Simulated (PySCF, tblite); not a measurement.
# C₆H₃F₃: changes of charge, electronic excitations, part 2 of 2

tblite 0.8.0 and PySCF 2.14.0. Atoms count from 0.

### 11 Harmonic vibrations (C₆H₃F₃+ (doublet), F[C]1C=CC(=[F+])C(F)=C1): PBE0-D3(BJ)/def2-SVP

What the job is given:

```
{"job": {"xc": "PBE0", "basis": "def2-SVP", "d3": "d3bj", "grid": 2, "kind": "hessian"}, "charge": 1, "multiplicity": 2}
F     -1.475765     1.177617     1.867153
C     -0.753136     0.624327     0.956649
C     -1.031096    -0.748566     0.636682
C     -0.285911    -1.380463    -0.326507
C      0.731591    -0.652037    -0.967279
F      1.464184    -1.186978    -1.874845
C      0.996915     0.733097    -0.627496
F      1.954168     1.316212    -1.263103
C      0.251857     1.373338     0.332818
H     -1.836770    -1.254259     1.175343
H     -0.455163    -2.421757    -0.610797
H      0.436318     2.416013     0.601171
```

Standard output:

```text
coarse grid: 11640 points
cycle   1  E = -528.4787777305  dE =  2.094e+00  |g| = 5.787e-01  |ddm| = 3.008e+00
cycle   2  E = -528.2680304504  dE =  2.107e-01  |g| = 9.743e-01  |ddm| = 1.302e+00
cycle   3  E = -528.6102196367  dE = -3.422e-01  |g| = 8.616e-02  |ddm| = 8.824e-01
cycle   4  E = -528.6124392102  dE = -2.220e-03  |g| = 4.262e-02  |ddm| = 1.199e-01
cycle   5  E = -528.6133098319  dE = -8.706e-04  |g| = 1.228e-02  |ddm| = 5.454e-02
cycle   6  E = -528.6133805379  dE = -7.071e-05  |g| = 7.682e-03  |ddm| = 2.066e-02
cycle   7  E = -528.6134193017  dE = -3.876e-05  |g| = 1.739e-03  |ddm| = 1.015e-02
cycle   8  E = -528.6134246535  dE = -5.352e-06  |g| = 1.036e-03  |ddm| = 5.398e-03
final grid: 118176 points
cycle   9  E = -528.6841646004  dE = -2.274e-05  |g| = 4.169e-03  |ddm| = 1.677e-02
cycle  10  E = -528.6841557781  dE =  8.822e-06  |g| = 6.572e-03  |ddm| = 9.549e-03
cycle  11  E = -528.6841722162  dE = -1.644e-05  |g| = 5.700e-04  |ddm| = 6.235e-03
cycle  12  E = -528.6841723629  dE = -1.467e-07  |g| = 1.318e-04  |ddm| = 6.419e-04
cycle  13  E = -528.6841723922  dE = -2.931e-08  |g| = 9.067e-05  |ddm| = 3.001e-04
cycle  14  E = -528.6841724127  dE = -2.051e-08  |g| = 5.345e-05  |ddm| = 2.884e-04
cycle  15  E = -528.6841724252  dE = -1.248e-08  |g| = 4.145e-05  |ddm| = 2.970e-04
cycle  16  E = -528.6841724290  dE = -3.802e-09  |g| = 1.688e-05  |ddm| = 1.676e-04
cycle  17  E = -528.6841724298  dE = -8.506e-10  |g| = 6.973e-06  |ddm| = 9.186e-05
cycle  18  E = -528.6841724299  dE = -8.686e-11  |g| = 4.670e-06  |ddm| = 2.539e-05
converged SCF energy = -528.6841724299

mode    cm-1
  1     127.5
  2     199.9
  3     294.0
  4     330.4
  5     367.1
  6     412.7
  7     448.5
  8     494.1
  9     595.1
 10     623.5
 11     682.7
 12     735.4
 13     797.4
 14     832.8
 15     883.4
 16     958.1
 17     988.0
 18    1127.4
 19    1201.0
 20    1260.7
 21    1339.8
 22    1413.8
 23    1479.8
 24    1513.2
 25    1563.9
 26    1602.5
 27    1695.2
 28    3238.2
 29    3246.8
 30    3248.4
ZPE 201.578  H(298)-E 222.242  G(298)-E 116.888 kJ/mol  S 353.36 J/(mol K)
```

Wall time 15 min (1 thread of Arm Neoverse V1, shared host); peak memory 2.2 GiB.

Zero-point energy 201.58 kJ/mol (xTB gave 189.35).

### 12 Single point (C₆H₃F₃): wB97X-D3(BJ)/ma-def2-TZVP

Geometry: PBE0-D3(BJ)/def2-SVP, that of another charge or spin state.

The job, as its differences from that of step 11:

```diff
@@ -1,2 +1,2 @@
-{"job": {"xc": "PBE0", "basis": "def2-SVP", "d3": "d3bj", "grid": 2, "kind": "hessian"}, "charge": 1, "multiplicity": 2}
+{"job": {"kind": "sp", "xc": "wB97X", "basis": "ma-def2-TZVP", "d3": "d3bj", "grid": 2}, "charge": 0, "multiplicity": 1}
 F     -1.475765     1.177617     1.867153
```

Standard output:

```text
coarse grid: 11640 points
cycle   1  E = -530.1669895734  dE =  2.215e+00  |g| = 8.069e-01  |ddm| = 3.615e+00
cycle   2  E = -530.1777827012  dE = -1.079e-02  |g| = 8.577e-01  |ddm| = 1.124e+00
cycle   3  E = -530.2838429951  dE = -1.061e-01  |g| = 7.587e-02  |ddm| = 4.749e-01
cycle   4  E = -530.2847939773  dE = -9.510e-04  |g| = 2.728e-02  |ddm| = 1.240e-01
cycle   5  E = -530.2849509209  dE = -1.569e-04  |g| = 1.022e-02  |ddm| = 4.482e-02
cycle   6  E = -530.2849738295  dE = -2.291e-05  |g| = 1.293e-03  |ddm| = 1.073e-02
cycle   7  E = -530.2849748916  dE = -1.062e-06  |g| = 9.258e-04  |ddm| = 4.225e-03
final grid: 118176 points
cycle   8  E = -530.2751675889  dE = -7.474e-05  |g| = 8.555e-03  |ddm| = 8.964e-02
cycle   9  E = -530.2751669896  dE =  5.993e-07  |g| = 8.753e-03  |ddm| = 1.038e-02
cycle  10  E = -530.2751765219  dE = -9.532e-06  |g| = 6.019e-04  |ddm| = 3.935e-03
cycle  11  E = -530.2751766011  dE = -7.918e-08  |g| = 1.863e-04  |ddm| = 8.714e-04
cycle  12  E = -530.2751766148  dE = -1.377e-08  |g| = 4.467e-05  |ddm| = 3.029e-04
cycle  13  E = -530.2751766172  dE = -2.339e-09  |g| = 2.730e-05  |ddm| = 1.247e-04
converged SCF energy = -530.2751766172
```

It took 34 s on 1 thread of Arm Neoverse V1, shared host; peak memory 1.4 GiB.

### 13 Single point (C₆H₃F₃+ (doublet), F[C]1C=CC(=[F+])C(F)=C1): wB97X-D3(BJ)/ma-def2-TZVP

Geometry: PBE0-D3(BJ)/def2-SVP.

The job, as its differences from that of step 12:

```diff
@@ -1,2 +1,2 @@
-{"job": {"kind": "sp", "xc": "wB97X", "basis": "ma-def2-TZVP", "d3": "d3bj", "grid": 2}, "charge": 0, "multiplicity": 1}
+{"job": {"kind": "sp", "xc": "wB97X", "basis": "ma-def2-TZVP", "d3": "d3bj", "grid": 2}, "charge": 1, "multiplicity": 2}
 F     -1.475765     1.177617     1.867153
```

Standard output:

```text
final grid: 118176 points
cycle   1  E = -529.9415156796  dE = -2.205e-02  |g| = 1.566e-01  |ddm| = 4.797e-01
cycle   2  E = -529.9460656200  dE = -4.550e-03  |g| = 1.289e-01  |ddm| = 2.403e-01
cycle   3  E = -529.9525253754  dE = -6.460e-03  |g| = 2.836e-02  |ddm| = 9.544e-02
cycle   4  E = -529.9527935028  dE = -2.681e-04  |g| = 6.654e-03  |ddm| = 1.636e-02
cycle   5  E = -529.9528787785  dE = -8.528e-05  |g| = 3.603e-03  |ddm| = 1.299e-02
cycle   6  E = -529.9528997968  dE = -2.102e-05  |g| = 1.081e-03  |ddm| = 6.434e-03
cycle   7  E = -529.9529020675  dE = -2.271e-06  |g| = 4.343e-04  |ddm| = 2.678e-03
cycle   8  E = -529.9529023149  dE = -2.474e-07  |g| = 2.388e-04  |ddm| = 7.732e-04
cycle   9  E = -529.9529024212  dE = -1.063e-07  |g| = 1.271e-04  |ddm| = 3.939e-04
cycle  10  E = -529.9529025009  dE = -7.976e-08  |g| = 9.578e-05  |ddm| = 3.368e-04
cycle  11  E = -529.9529025718  dE = -7.088e-08  |g| = 5.496e-05  |ddm| = 4.308e-04
cycle  12  E = -529.9529026012  dE = -2.940e-08  |g| = 4.130e-05  |ddm| = 2.859e-04
cycle  13  E = -529.9529026139  dE = -1.273e-08  |g| = 2.470e-05  |ddm| = 2.073e-04
cycle  14  E = -529.9529026178  dE = -3.883e-09  |g| = 1.724e-05  |ddm| = 1.047e-04
converged SCF energy = -529.9529026178
```

It took 75 s on 1 thread of Arm Neoverse V1, shared host; peak memory 1.6 GiB.

### 14 Single point (C₆H₃F₃): wB97X-D3(BJ)/ma-def2-TZVP in acetonitrile

Geometry: PBE0-D3(BJ)/def2-SVP.

What the job is given:

```
{"job": {"kind": "sp", "xc": "wB97X", "basis": "ma-def2-TZVP", "d3": "d3bj", "grid": 2, "solvent": "acetonitrile"}, "charge": 0, "multiplicity": 1}
F     -2.207846     1.568508     0.208261
C     -1.135052     0.789982     0.104363
C     -1.294910    -0.588192     0.041869
C     -0.161876    -1.393355    -0.067335
C      1.100550    -0.820774    -0.111987
F      2.187671    -1.574518    -0.216517
C      1.238476     0.567300    -0.046656
F      2.451978     1.095608    -0.088723
C      0.122356     1.384419     0.061152
H     -2.297010    -1.016992     0.078750
H     -0.242945    -2.480652    -0.119024
H      0.235611     2.467924     0.110284
```

Standard output:

```text
final grid: 118176 points
cycle   1  E = -530.2941535414  dE = -5.276e-04  |g| = 1.372e-02  |ddm| = 3.197e-01
cycle   2  E = -530.2941982062  dE = -4.466e-05  |g| = 1.076e-02  |ddm| = 7.868e-02
cycle   3  E = -530.2942161154  dE = -1.791e-05  |g| = 2.676e-03  |ddm| = 1.189e-02
cycle   4  E = -530.2942188804  dE = -2.765e-06  |g| = 9.780e-04  |ddm| = 1.443e-02
cycle   5  E = -530.2942191948  dE = -3.143e-07  |g| = 2.414e-04  |ddm| = 3.038e-03
cycle   6  E = -530.2942192208  dE = -2.600e-08  |g| = 9.935e-05  |ddm| = 5.690e-04
cycle   7  E = -530.2942192277  dE = -6.919e-09  |g| = 3.485e-05  |ddm| = 3.956e-04
converged SCF energy = -530.2942192277
```

It took 26 s on 1 thread of Arm Neoverse V1, shared host; peak memory 1.6 GiB.

### 15 Single point (C₆H₃F₃+ (doublet), F[C]1C=CC(=[F+])C(F)=C1): wB97X-D3(BJ)/ma-def2-TZVP in acetonitrile

Geometry: PBE0-D3(BJ)/def2-SVP.

What the job is given:

```
{"job": {"kind": "sp", "xc": "wB97X", "basis": "ma-def2-TZVP", "d3": "d3bj", "grid": 2, "solvent": "acetonitrile"}, "charge": 1, "multiplicity": 2}
F     -1.475765     1.177617     1.867153
C     -0.753136     0.624327     0.956649
C     -1.031096    -0.748566     0.636682
C     -0.285911    -1.380463    -0.326507
C      0.731591    -0.652037    -0.967279
F      1.464184    -1.186978    -1.874845
C      0.996915     0.733097    -0.627496
F      1.954168     1.316212    -1.263103
C      0.251857     1.373338     0.332818
H     -1.836770    -1.254259     1.175343
H     -0.455163    -2.421757    -0.610797
H      0.436318     2.416013     0.601171
```

Standard output:

```text
final grid: 118176 points
cycle   1  E = -530.0417056820  dE = -8.058e-04  |g| = 2.238e-02  |ddm| = 3.423e-01
cycle   2  E = -530.0417209965  dE = -1.531e-05  |g| = 2.488e-02  |ddm| = 7.206e-02
cycle   3  E = -530.0418995841  dE = -1.786e-04  |g| = 2.049e-03  |ddm| = 1.338e-02
cycle   4  E = -530.0419042362  dE = -4.652e-06  |g| = 8.616e-04  |ddm| = 1.059e-02
cycle   5  E = -530.0419055277  dE = -1.291e-06  |g| = 3.379e-04  |ddm| = 3.813e-03
cycle   6  E = -530.0419058466  dE = -3.189e-07  |g| = 2.277e-04  |ddm| = 8.073e-04
cycle   7  E = -530.0419060200  dE = -1.734e-07  |g| = 1.093e-04  |ddm| = 7.197e-04
cycle   8  E = -530.0419060734  dE = -5.344e-08  |g| = 7.071e-05  |ddm| = 3.075e-04
cycle   9  E = -530.0419061025  dE = -2.906e-08  |g| = 4.667e-05  |ddm| = 2.662e-04
cycle  10  E = -530.0419061144  dE = -1.186e-08  |g| = 3.001e-05  |ddm| = 1.614e-04
cycle  11  E = -530.0419061211  dE = -6.718e-09  |g| = 1.974e-05  |ddm| = 1.350e-04
converged SCF energy = -530.0419061211
```

It took 62 s on 1 thread of Arm Neoverse V1, shared host; peak memory 1.7 GiB.

### 16 Changes of charge: wB97X-D3(BJ)/ma-def2-TZVP

This step combines the energies above: geometries from PBE0-D3(BJ)/def2-SVP, zero-point and thermal terms from PBE0-D3(BJ)/def2-SVP.

What the job is given:

```
{"job": {"kind": "rx", "dirs": [1], "geom": {"xc": "PBE0", "basis": "def2-SVP", "d3": "d3bj", "grid": 1}, "hess": 1, "level": {"xc": "wB97X", "basis": "ma-def2-TZVP", "d3": "d3bj", "solvents": ["acetonitrile"]}}, "charge": 0, "multiplicity": 1}
F     -2.207846     1.568508     0.208261
C     -1.135052     0.789982     0.104363
C     -1.294910    -0.588192     0.041869
C     -0.161876    -1.393355    -0.067335
C      1.100550    -0.820774    -0.111987
F      2.187671    -1.574518    -0.216517
C      1.238476     0.567300    -0.046656
F      2.451978     1.095608    -0.088723
C      0.122356     1.384419     0.061152
H     -2.297010    -1.016992     0.078750
H     -0.242945    -2.480652    -0.119024
H      0.235611     2.467924     0.110284
```

Output (the driver's rows laid out field by field):

```text
ionisation and electron attachment, wB97X-D3(BJ)/ma-def2-TZVP // PBE0-D3(BJ)/def2-SVP

row 1
  change                  oxidation
  charge                  1
  multiplicity            2
  vertical_ev             9.373
  vertical_s2             0.771
  formula                 C6H3F3
  smiles                  F[C]1C=CC(=[F+])C(F)=C1
  kept                    yes
  pieces                  1
  point_group             Cs
  adiabatic_electronic_ev 9.1456
  adiabatic_ev            9.1372
  free_energy_ev          9.1126
  s2                      0.771
  bonds_moved             4 6 1.396 1.451; 1 2 1.389 1.437; 4 5 1.327 1.283; 0 1 1.33 1.287
  spin_on                 4 C 0.361; 1 C 0.266; 2 C 0.189; 6 C 0.135
  charge_moved            4 C 0.154; 1 C 0.137; 5 F 0.121; 0 F 0.113
  vertical_back_ev        8.7695
  relaxation_parent_ev    0.3761
  relaxation_ion_ev       0.2274
  reorganisation_ev       0.6035
  solution                solvent acetonitrile, absolute_potential_v 6.8328, solvation_parent_kj -13.71, solvation_ion_kj -233.68
```

Run time: 30 min. Hardware: 1 thread of Arm Neoverse V1, shared host; peak memory 1.7 GiB.

Energy taken up on oxidation, or given off on reduction (eV; adiabatic with zero-point energy):

```
                    change                  product  vertical  adiabatic  free energy  reorganisation  ⟨S²⟩
oxidation (multiplicity 2)  F[C]1C=CC(=[F+])C(F)=C1      9.37       9.14         9.11            0.60  0.77
```

On oxidation to multiplicity 2 charge changes most on C4 (+0.15 e), C1 (+0.14 e), F5 (+0.12 e); the spin sits on C4 (0.36), C1 (0.27), C2 (0.19); the bond C4–C6 goes from 1.396 to 1.451 Å; the absolute potential is 6.83 V in acetonitrile.

### 17 Electronic excitations: TDDFT CAM-B3LYP/def2-SVPD

The job, as its differences from that of step 16:

```diff
@@ -1,2 +1,2 @@
-{"job": {"kind": "rx", "dirs": [1], "geom": {"xc": "PBE0", "basis": "def2-SVP", "d3": "d3bj", "grid": 1}, "hess": 1, "level": {"xc": "wB97X", "basis": "ma-def2-TZVP", "d3": "d3bj", "solvents": ["acetonitrile"]}}, "charge": 0, "multiplicity": 1}
+{"job": {"kind": "uv", "xc": "CAM-B3LYP", "basis": "def2-SVPD", "nstates": 6, "ntriplets": 0}, "charge": 0, "multiplicity": 1}
 F     -2.207846     1.568508     0.208261
```

With the program's defaults for keys left out, this is: TDDFT CAM-B3LYP/def2-SVPD, vertical, gas phase, core orbitals frozen in the response.

Standard output:

```text
coarse grid: 11640 points
cycle   1  E = -529.2150483793  dE =  1.867e+00  |g| = 7.186e-01  |ddm| = 7.666e+00
cycle   2  E = -529.1849882423  dE =  3.006e-02  |g| = 8.832e-01  |ddm| = 1.933e+00
cycle   3  E = -529.3120393318  dE = -1.271e-01  |g| = 7.797e-02  |ddm| = 1.220e+00
cycle   4  E = -529.3129875733  dE = -9.482e-04  |g| = 3.081e-02  |ddm| = 1.861e-01
cycle   5  E = -529.3131868141  dE = -1.992e-04  |g| = 9.498e-03  |ddm| = 8.082e-02
cycle   6  E = -529.3132072302  dE = -2.042e-05  |g| = 1.264e-03  |ddm| = 3.169e-02
cycle   7  E = -529.3132076843  dE = -4.541e-07  |g| = 6.869e-04  |ddm| = 3.812e-03
final grid: 118176 points
cycle   8  E = -529.3955620680  dE = -3.250e-05  |g| = 4.688e-03  |ddm| = 1.350e-01
cycle   9  E = -529.3955598196  dE =  2.248e-06  |g| = 6.142e-03  |ddm| = 1.653e-02
cycle  10  E = -529.3955660632  dE = -6.244e-06  |g| = 2.695e-04  |ddm| = 7.655e-03
cycle  11  E = -529.3955660764  dE = -1.320e-08  |g| = 1.293e-04  |ddm| = 8.698e-04
cycle  12  E = -529.3955660801  dE = -3.631e-09  |g| = 3.445e-05  |ddm| = 3.426e-04
cycle  13  E = -529.3955660803  dE = -2.526e-10  |g| = 1.134e-05  |ddm| = 6.422e-05
converged SCF energy = -529.3955660803

Static polarisability (au): isotropic 68.158, principal 41.384 79.768 83.321

Singlet excitations
state   eV       nm        f      main configurations
  1   5.2961    234.1   0.03174   H->L 0.77, H-1->L+1 0.22
  2   6.1986    200.0   0.00042   H->L+1 0.53, H-1->L 0.47
  3   6.8488    181.0   0.00204   H->L+2 0.86
  4   7.1028    174.6   0.56813   H-1->L 0.51, H->L+1 0.45
  5   7.2661    170.6   0.55976   H-1->L+1 0.75, H->L 0.21
  6   7.3694    168.2   0.00456   H->L+3 0.87
```

It took 38 s on 1 thread of Arm Neoverse V1, shared host; peak memory 1.1 GiB.

The orbitals next to the gap, with their largest atomic shares:

```
orbital      eV                      atoms
 HOMO−3  -12.22  F5 14 %, C4 12 %, C2 12 %
 HOMO−2  -12.09  C2 15 %, C3 15 %, F0 12 %
 HOMO−1   -9.31  C8 26 %, C3 22 %, C2 14 %
   HOMO   -8.65  C4 20 %, C1 18 %, C2 14 %
   LUMO    0.04  C3 23 %, C8 20 %, C6 14 %
 LUMO+1    0.62  C1 22 %, C4 17 %, C2 15 %
 LUMO+2    1.40  C6 24 %, C4 22 %, F7 12 %
```

With each of the 6 states as a Gaussian band of 0.4 eV half-width at 1/e, the curve within the window shown has maxima at 234 nm (ε 1,300), 173 nm (ε 44,000) L/(mol cm). Beyond the last state computed it falls off for lack of states. The curve at chosen wavelengths:

| nm | ε (L/mol/cm) |
| --- | --- |
| 162 | 11400 |
| 166 | 26278 |
| 170 | 40314 |
| 174 | 43495 |
| 178 | 34564 |
| 182 | 21035 |
| 186 | 10138 |
| 191 | 3071 |
| 195 | 980 |
| 199 | 284 |
| 203 | 98 |
| 207 | 85 |
| 211 | 158 |
| 215 | 311 |
| 219 | 539 |
| 223 | 810 |
| 227 | 1064 |
| 231 | 1236 |
| 235 | 1284 |
| 240 | 1170 |
| 244 | 981 |
| 248 | 760 |
| 252 | 548 |
| 256 | 370 |
| 260 | 235 |
| 264 | 142 |

Further results of this job:

```
           property  computed
  dipole moment (D)      1.50
polarisability (Å³)     10.10
 HOMO–LUMO gap (eV)      8.68
      −ε(HOMO) (eV)      8.65
```

### 18 Spectra of the species

The job, as its differences from that of step 17:

```diff
@@ -1,2 +1,2 @@
-{"job": {"kind": "uv", "xc": "CAM-B3LYP", "basis": "def2-SVPD", "nstates": 6, "ntriplets": 0}, "charge": 0, "multiplicity": 1}
+{"job": {"kind": "rx", "dirs": [1], "geom": {"xc": "PBE0", "basis": "def2-SVP", "d3": "d3bj", "grid": 1}, "hess": 1, "level": {"xc": "wB97X", "basis": "ma-def2-TZVP", "d3": "d3bj", "solvents": ["acetonitrile"]}, "spectra": true}, "charge": 0, "multiplicity": 1}
 F     -2.207846     1.568508     0.208261
```

Standard output:

```text
uv Fc1ccc(F)c(F)c1 +0: TDDFT CAM-B3LYP/def2-SVPD, vertical, gas phase, core orbitals frozen in the response
```

Wall time 38 s (1 thread of Arm Neoverse V1, shared host); peak memory 1.1 GiB.

This step only lists the spectra that were run on the species above.

### 19 Summary of results

The summary covers parts 1 to 2.

| quantity | value |
| --- | --- |
| strongest single infrared mode (GFN2-xTB) | 1488 cm⁻¹, 320 km/mol |
| zero-point energy (GFN2-xTB) | 46.0 kcal/mol |
| point group | Cs |
| rotational constants (main isotopes) | 3.10, 1.28, 0.91 GHz |
| ionisation energy (wB97X-D3(BJ)/ma-def2-TZVP) | vertical 9.37 eV, adiabatic 9.14 eV |
| lowest singlet (CAM-B3LYP/def2-SVPD) | 5.30 eV (234 nm), f = 0.032 |
| brightest single state of those computed | state 4, 7.10 eV, f = 0.568 |

No mode is imaginary among the 30: a minimum at this level. The strongest single mode, at 1488 cm⁻¹, is spread over many atoms; the largest shares are those of C4, C6, C3. Unscaled tight-binding wavenumbers are off by several per cent, some by more. Its intensities can rank the bands wrongly. Relaxing lowered the energy by 0.033 eV in 6 steps; the close pair that moved most is C6–F7, from 1.339 to 1.324 Å (PBE0/def2-SVP). At wB97X-D3(BJ)/ma-def2-TZVP, relaxation with the zero-point term after oxidation moves the energy taken up from 9.37 eV (vertical) to 9.14 eV (adiabatic, with zero-point energy). The lowest singlet, at 5.30 eV, is HOMO→LUMO 0.77, HOMO−1→LUMO+1 0.22 and is weak; of the 6 states computed, the strongest absorption comes from state 4 at 7.10 eV.
